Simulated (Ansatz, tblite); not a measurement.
# The cluster Cu4Cl4: rung by rung

How do method and basis change the picture of the cluster Cu4Cl4 (singlet)?

Computed with Ansatz 0.2.0, Gaussian basis. Level: as each input shows.

The runs, in order: GFN1-xTB, GFN2-xTB, PBE-D4/def2-TZVP, r2SCAN-D4/def2-TZVP, r2SCANh-D4/def2-TZVP, BHLYP-D4/def2-TZVP, PBE-D4/def2-SVP, PBE0-D4/def2-SVP, HF/6-31G, B3LYP-D4/6-31G, MP2/def2-TZVP.

1 further run of the same task is left out (set aside as unsound or not needed). Runs told in other sessions of the task aren't counted.

## Step 1: The geometry

The geometry is that of the singlet, from an earlier relaxation (r2SCAN-D4/def2-SVP). At that level it is the lowest of the isomers that a small search found.

8 atoms, charge 0, spin multiplicity 1.

Bond lengths: Cu1–Cl5 2.161 Å, Cu1–Cl7 2.161 Å, Cu2–Cl6 2.161 Å, Cu2–Cl8 2.161 Å, Cu3–Cu4 2.780 Å, Cu3–Cl5 2.227 Å, Cu3–Cl6 2.227 Å, Cu4–Cl7 2.227 Å, Cu4–Cl8 2.227 Å. Angles: Cl5–Cu1–Cl7 171.8°, Cl6–Cu2–Cl8 171.8°, Cu4–Cu3–Cl5 102.3°, Cu4–Cu3–Cl6 102.3°, Cl5–Cu3–Cl6 155.4°, Cu3–Cu4–Cl7 102.3°, Cu3–Cu4–Cl8 102.3°, Cl7–Cu4–Cl8 155.4°, Cu1–Cl5–Cu3 68.5°, Cu2–Cl6–Cu3 68.5°, Cu1–Cl7–Cu4 68.5°, Cu2–Cl8–Cu4 68.5°.

No spin-orbit coupling is included.

PBE0-D4/def2-TZVP was run before; its log isn't repeated, and its numbers join the tables.

## Step 2: GFN1-xTB

Tight binding, by tblite at 300 K electronic temperature and without a spin-polarisation term:

```python
tblite.interface.Calculator('GFN1-xTB', numbers, positions, charge=0, uhf=0).singlepoint()
```

Energy -961.0085 eV, HOMO -11.76 eV, LUMO -9.29 eV; 0.014 s.

## Step 3: GFN2-xTB

Tight binding, by tblite at 300 K electronic temperature and without a spin-polarisation term:

```python
tblite.interface.Calculator('GFN2-xTB', numbers, positions, charge=0, uhf=0).singlepoint()
```

Energy -925.6660 eV, HOMO -11.36 eV, LUMO -6.68 eV; 0.021 s.

## Step 4: PBE-D4/def2-TZVP

start.molden holds the orbitals of an earlier run on this state, given as this run's starting guess.

in.yaml

```yaml
crystal:
  periodic: [false, false, false]
  atoms:
    - {symbol: Cu, position_ang: [-2.040360, 0.022726, 0.103428]}
    - {symbol: Cu, position_ang: [2.040276, -0.022745, -0.103654]}
    - {symbol: Cu, position_ang: [-0.012619, -1.389016, 0.055067]}
    - {symbol: Cu, position_ang: [0.012515, 1.389009, -0.055261]}
    - {symbol: Cl, position_ang: [-1.957412, -1.883866, -0.909805]}
    - {symbol: Cl, position_ang: [1.923512, -1.841049, 1.057626]}
    - {symbol: Cl, position_ang: [-1.812937, 1.925583, 1.101321]}
    - {symbol: Cl, position_ang: [1.847036, 1.799368, -1.248733]}
basis:
  gaussian: {orbitals: def2-TZVP, initial_orbitals: start.molden}
hamiltonian: {xc: pbe, dispersion: d4}
scf: {omitted_lower_state_checks: [starts]}
output: {orbitals: {seedname: orbitals}}
```

Launch:

```
> ansatz run in.yaml --threads 4 --pin off --events-out ev --progress --plain --max-ram 6963MiB
```

After this run come: r2SCAN-D4/def2-TZVP; r2SCANh-D4/def2-TZVP; BHLYP-D4/def2-TZVP; PBE-D4/def2-SVP; PBE0-D4/def2-SVP; HF/6-31G; B3LYP-D4/6-31G; MP2/def2-TZVP.

**Question.** What will the summary of the whole plan be? Wanted: gap in def2-TZVP, named functionals, smallest and largest; correlation energy, MP2/def2-TZVP; binding an atom, functionals in def2-TZVP; PBE0 total energy, smallest basis above largest.

**Answer**, as computed:

| quantity | value |
| --- | --- |
| gap in def2-TZVP, named functionals, smallest and largest | 2.78 eV (PBE-D4), 7.59 eV (BHLYP-D4) |
| correlation energy, MP2/def2-TZVP | -69.19 eV |
| binding an atom, functionals in def2-TZVP | 2.53 (BHLYP-D4) to 2.96 eV (r2SCAN-D4) |
| PBE0 total energy, smallest basis above largest | 43.03 eV (def2-SVP, def2-TZVP) |

Orbital gaps of the named functionals in def2-TZVP span 2.78 eV (PBE-D4) to 7.59 eV (BHLYP-D4); exact exchange widens it.
